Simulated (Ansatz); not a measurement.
# SrEuO2 (R-3m): the equilibrium volume

Aim: the volume at which the pressure of SrEuO2 (R-3m) vanishes.

Program: Ansatz 0.2.0. Level of theory: DFT PBEsol+U (U_eff = 6 eV on Eu 4f), scalar-relativistic, plane waves, PAW. These are calculated values, not measurements.

**1. Starting point**

It takes space group R-3m (No. 166, trigonal). Conventional cell: a = 3.627 Å, b = 3.627 Å, c = 17.830 Å, α = 90.00°, β = 90.00°, γ = 120.00°. Eu (site symmetry -3m) is surrounded by 6 O at 2.55 Å. O (site symmetry 3m) is surrounded by 3 Eu at 2.55 Å and 3 Sr at 2.59 Å. Sr (site symmetry -3m) has 6 O at 2.59 Å in its first shell of neighbours.

Structure file:

```
CELL_PARAMETERS angstrom
1.81344 1.04699 5.94343
-1.81344 1.04699 5.94343
0.00000 -2.09398 5.94343
ATOMIC_POSITIONS crystal
Eu 0.50000 0.50000 0.50000
O 0.75170 0.75170 0.75170
O 0.24830 0.24830 0.24830
Sr 0.00000 0.00000 0.00000
```

The moments start at Eu 7.00 μB.

**2. The first run (PBEsol+U, 6×6×6 mesh)**

Input file input.yaml:

```yaml
crystal:
  lattice:
    - [1.81343714, 1.04698842, 5.94342888]
    - [-1.81343714, 1.04698842, 5.94342888]
    - [0.0, -2.09397684, 5.94342888]
  atoms:
    - { symbol: Eu, position: [0.5, 0.5, 0.5], spin: 7.0 }
    - { symbol: O, position: [0.75170292, 0.75170292, 0.75170292] }
    - { symbol: O, position: [0.24829708, 0.24829708, 0.24829708] }
    - { symbol: Sr, position: [0.0, 0.0, 0.0] }
basis:
  ecutwfc: 420
kpoints:
  mp_grid: { grid: [6, 6, 6] }
hamiltonian:
  xc: pbesol
  hubbard: { sites: [{ species: Eu, l: f, u_eff: 6.0 }] }
scf:
  occupations: { method: gaussian, width: 0.1 }
  lower_state_search: "off"
output:
  forces: true
  stress: true
  eigenvalues: true
  populations: true
  hubbard: { sites: [{ species: Eu, l: f }] }
magnetization:
  spin_polarized: true
```

Started as:

```sh
$ ansatz run input.yaml --threads 8 --pin off --max-ram 14336MiB --backend cpu --events-out ev --progress --plain --runs-dir out
```

The runs that follow: Full relaxation.

Q: Predict the outcome of this session. Wanted: volume; pressure; conventional cell; gap on the mesh; spin moments in spheres.

The runs gave:

```
               quantity                                                                        value
                 volume                                                               16.642 Å³/atom
               pressure                                                                     0.00 GPa
      conventional cell  a = 3.611 Å, b = 3.611 Å, c = 17.688 Å, α = 90.00°, β = 90.00°, γ = 120.00°
        gap on the mesh                                                                      0.89 eV
spin moments in spheres                                                                   Eu 6.73 μB
```

What this shows: From the first run shown, the volume went from 16.93 to 16.64 Å³/atom (-1.7 %) in 2 runs, where the pressure is zero within 0.01 GPa. With a Hubbard U or exact exchange the result depends on the state in which the open shell ends, and a lower one can't be excluded. Spin–orbit coupling is left out, though the cell holds Eu; it splits the 4f levels.
